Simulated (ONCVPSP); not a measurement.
# Pseudopotential generation for Lu: ONCV, LDA (Perdew-Wang 92)

Do these settings give a usable potential? It is generated, then checked for transferability, scattering, ghosts and hardness.

The numbers are computed with ONCVPSP 4.0.1 (LDA (Perdew-Wang 92), scalar-relativistic, spin-unpolarised reference atom).

## 1. The atom and the settings

Typed settings, in words:

- element: lutetium (Lu, Z = 71)
- type: optimised norm-conserving Vanderbilt (ONCV)
- frozen core: [Kr] 4d10
- valence charge: 25
- reference configuration: 4f14 5s2 5p6 5d1 6s1.5 6p0.5
- partial waves: 5s+6s: rc 1.65 bohr, ncon 4, nbas 7, qcut 5.6 1/bohr, 2 projectors; 5p+6p: rc 2.20 bohr, ncon 4, nbas 8, qcut 5.1 1/bohr, 2 projectors; 5d: rc 3.50 bohr, ncon 4, nbas 9, qcut 3.6 1/bohr, 2 projectors, debl 0.9 Ha; 4f: rc 0.70 bohr, ncon 4, nbas 9, qcut 23.9 1/bohr, 1 projector
- local potential: polynomial inside 0.45 bohr (lpopt 5, dvloc0 1 Ha)
- core correction: polynomial model core, fcfact 0.2

## 2. The generation run

File Lu.dat:

```
# ATOM AND REFERENCE CONFIGURATION
# atsym  z   nc   nv     iexc    psfile
  Lu 71.00    9    6  -001012      upf
#
#   n    l    f
    1    0    2.00
    2    0    2.00
    2    1    6.00
    3    0    2.00
    3    1    6.00
    3    2   10.00
    4    0    2.00
    4    1    6.00
    4    2   10.00
    4    3   14.00
    5    0    2.00
    5    1    6.00
    5    2    1.00
    6    0    1.50
    6    1    0.50
#
# PSEUDOPOTENTIAL AND OPTIMIZATION
# lmax
    3
#
#   l,   rc,      ep,       ncon, nbas, qcut
    0    1.65    0.00    4    7    5.60
    1    2.20    0.00    4    8    5.10
    2    3.50    0.00    4    9    3.60
    3    0.70    0.00    4    9   23.90
#
# LOCAL POTENTIAL
# lloc, lpopt,  rc(5),   dvloc0
    4    5    0.45    1.00
#
# VANDERBILT-KLEINMAN-BYLANDER PROJECTORs
# l, nproj, debl
    0    2    3.50
    1    2    3.80
    2    2    0.90
    3    1    1.20
#
# MODEL CORE CHARGE
# icmod, fcfact, rcfact
    1    0.20    0.00
#
# LOG DERIVATIVE ANALYSIS
# epsh1, epsh2, depsh
   -4.00    5.00    0.02
#
# OUTPUT GRID
# rlmax, drl
    6.00    0.01
#
# TEST CONFIGURATIONS
# ncnf
    4
# nvcnf
#   n    l    f
    6
    4    3   14.00
    5    0    2.00
    5    1    6.00
    5    2    1.00
    6    0    2.00
    6    1    0.00
#
    6
    4    3   14.00
    5    0    2.00
    5    1    6.00
    5    2    1.00
    6    0    1.00
    6    1    0.00
#
    6
    4    3   14.00
    5    0    2.00
    5    1    6.00
    5    2    1.00
    6    0    0.00
    6    1    0.00
#
    6
    4    3   14.00
    5    0    2.00
    5    1    6.00
    5    2    1.00
    6    0    0.00
    6    1    2.00
#
```

The run is started by

```console
$ oncvpsp.x < Lu.dat > Lu.out
```

Q: Predict the outcome of this session. Wanted: cutoffs for 1 and 0.1 mHa per electron, occupied waves; bound ghosts; GHOST(+) flags; configuration tests; largest phase difference near zero energy, channels read; rms error of d²Exc/dn², without and with the model core.

As calculated:

| quantity | value |
| --- | --- |
| cutoffs for 1 and 0.1 mHa per electron, occupied waves | 244 Ha and 268 Ha |
| bound ghosts | s at -1602.97 eV, s at -61.26 eV, p at -812.44 eV, d at -304.57 eV |
| GHOST(+) flags | d at 270 eV |
| configuration tests | no usable energy difference |
| largest phase difference near zero energy, channels read | 0.004 rad |
| rms error of d²Exc/dn², without and with the model core | 4.07 and 1.96 mHa |

**Reading.** It has a bound ghost (s, p, d), a state that the atom doesn't have, and that rules the file out. Of the tests 4 gave no usable energy difference, which is a warning in itself. It counts as very hard, with 244 Ha needed at the looser tolerance. At the looser tolerance the 4f wave is the slowest; 5s needs 16 Ha. Near zero energy the phases of the channels with partial waves agree within 0.004 rad. The pseudo curves have a pole with no partner nearby in the atom's: s at -2.25 Ha. The program also flags highly localised states, GHOST(+) (d). These are tests on the free atom; a crystal test is still owed.
